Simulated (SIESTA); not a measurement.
BW2:

```
CELL_PARAMETERS angstrom
-2.78400 2.78400 2.37200
2.78400 -2.78400 2.37200
2.78400 2.78400 -2.37200
ATOMIC_POSITIONS crystal
W 0.83080 0.66920 0.50000
W 0.33080 0.83080 0.16160
W 0.16920 0.33080 0.50000
W 0.66920 0.16920 0.83840
B 0.75000 0.75000 0.00000
B 0.25000 0.25000 0.00000
```

| Item | Value |
| --- | --- |
| Program | SIESTA 5.4.2 |
| Task | single point |
| Functional | PBEsol |
| Potentials or basis | PseudoDojo 0.4 standard (PBEsol files) |
| Basis | DZP (energy shift 0.003 Ry; two zetas on semicore shells) |
| Grid cutoff | 800 Ry |
| Energy shift | 0.003 Ry |
| k mesh | 7 × 7 × 7 |
| Occupations | fermi-dirac, width 0.05 eV |
| Spin | no spin polarisation |

On this cell: pressure 0.4 GPa; largest force 0.048 eV/Å; band gap on the k mesh none (metal or under the smearing width).

The same run follows on a disturbed copy (atoms moved at random, drawn with an rms of 0.05 Å):

```
W B
1.0
    -2.78400    2.78400    2.37200
     2.78400   -2.78400    2.37200
     2.78400    2.78400   -2.37200
W B
4 2
Direct
  0.83219 0.65235 0.49690
  0.32833 0.83690 0.17120
  0.17000 0.33254 0.49698
  0.67920 0.17815 0.83718
  0.74743 0.74490 0.99381
  0.26054 0.25156 0.99761
```

Task: What does the disturbed cell give?

Result: The energy (extrapolated to zero smearing) moves by +25.8 meV/atom; pressure 1.1 GPa; largest force 1.899 eV/Å; band gap on the k mesh none (metal or under the smearing width).

Forces on the atoms (eV/Å):
```
W    1.336 -0.946  0.963
W   -1.345  0.027  0.602
W   -0.574  0.641 -0.351
W   -0.083  0.572 -1.085
B    0.518 -0.018 -0.088
B    0.149 -0.275 -0.038
```

Stress tensor (GPa, compression positive):
```
 0.90 -0.49  0.14
-0.49  1.35  1.13
 0.14  1.13  1.00
```

Caveats: short orbitals over semicore shells can move pressures by several GPa; the basis of atomic orbitals isn't converged, which shifts pressures, moduli and gaps.
